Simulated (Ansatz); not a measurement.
# BeAu: a short molecular-dynamics run

What does BeAu do over 8 steps of 3 fs under a Nosé-Hoover thermostat at 900 K? The cell is a randomly packed cell of 8 atoms, taken as it stands, without a relaxation.

All numbers below are computed with Ansatz 0.2.0 (DFT PBE, plane waves, PAW, scalar-relativistic, no spin polarisation).

## 1. Starting point

The cell holds 8 atoms (Au4Be4): a = 4.911 Å, b = 4.345 Å, c = 5.780 Å, α = 90.72°, β = 95.45°, γ = 82.91°.

As a file:

```
CELL_PARAMETERS angstrom
4.88610 0.11646 -0.47589
0.41425 4.31926 -0.22490
0.00544 0.22691 5.77524
ATOMIC_POSITIONS crystal
Be 0.70812 0.84223 0.64570
Be 0.02004 0.82414 0.95073
Be 0.42312 0.67773 0.14251
Be 0.86329 0.33980 0.62492
Au 0.83651 0.29667 0.14978
Au 0.36977 0.18578 0.33820
Au 0.37351 0.19518 0.85393
Au 0.21310 0.71057 0.57772
```

## 2. The run

File input.yaml:

```yaml
crystal:
  lattice:
    - [4.886096, 0.116458, -0.47589]
    - [0.414246, 4.319255, -0.224905]
    - [0.005443, 0.226914, 5.775243]
  atoms:
    - { symbol: Be, position: [0.708118, 0.842233, 0.645696] }
    - { symbol: Be, position: [0.020044, 0.824138, 0.950733] }
    - { symbol: Be, position: [0.423122, 0.677725, 0.142507] }
    - { symbol: Be, position: [0.863293, 0.339799, 0.624921] }
    - { symbol: Au, position: [0.836512, 0.296669, 0.149778] }
    - { symbol: Au, position: [0.36977, 0.185778, 0.338195] }
    - { symbol: Au, position: [0.373512, 0.195184, 0.853928] }
    - { symbol: Au, position: [0.213097, 0.710568, 0.577718] }
kpoints:
  mp_grid: { grid: [3, 4, 3] }
magnetization:
  spin_polarized: false
scf:
  occupations: { method: fermi_dirac, width: 1.0 }
  max_iter: 80
hamiltonian:
  pseudopotentials: { kind: paw }
  xc: pbe
basis:
  ecutwfc: 420
md:
  timestep: 3.0
  n_steps: 8
  ensemble: nvt_nose_hoover
  temperature: 900.0
  initial_velocities: maxwell_boltzmann
  seed: 882190
```

Run with:

```bash
> ansatz run input.yaml --threads 2 --pin off --max-ram 2560MiB --backend cpu --events-out ev --progress --plain --runs-dir out
```

Q: Predict the outcome of this session. Wanted: temperature, first and last step; temperature, second half; potential energy, second half; largest change of the conserved energy; mean square displacement, second half.

As calculated:

```
                              quantity                          value
                                length                8 steps of 3 fs
      temperature, first and last step                  900 and 738 K
              temperature, second half  mean 551 K, from 438 to 738 K
         potential energy, second half    +41 meV/atom from the start
largest change of the conserved energy                  1.11 meV/atom
 mean square displacement, second half          Be 0.053, Au 0.001 Å²
```

**Reading.** Against a set 900 K the second half averages 551 K, going from 442 to 738 K over that half; 41 meV/atom has gone into potential energy, and a thermostat that acts over some 100 fs has not made it up in 24 fs. The conserved energy strays from its start by at most 1.11 meV/atom, 1.6 % of the mean kinetic energy, so a step of 3 fs is short enough over this time. Over the second half Be atoms stand 0.2 Å (root mean square) from where they began, and the farthest move is 0.3 Å. The input holds a fault (a smearing of electronvolts), so its numbers are no property of the system. Averages from a run of 24 fs with 8 atoms are rough.
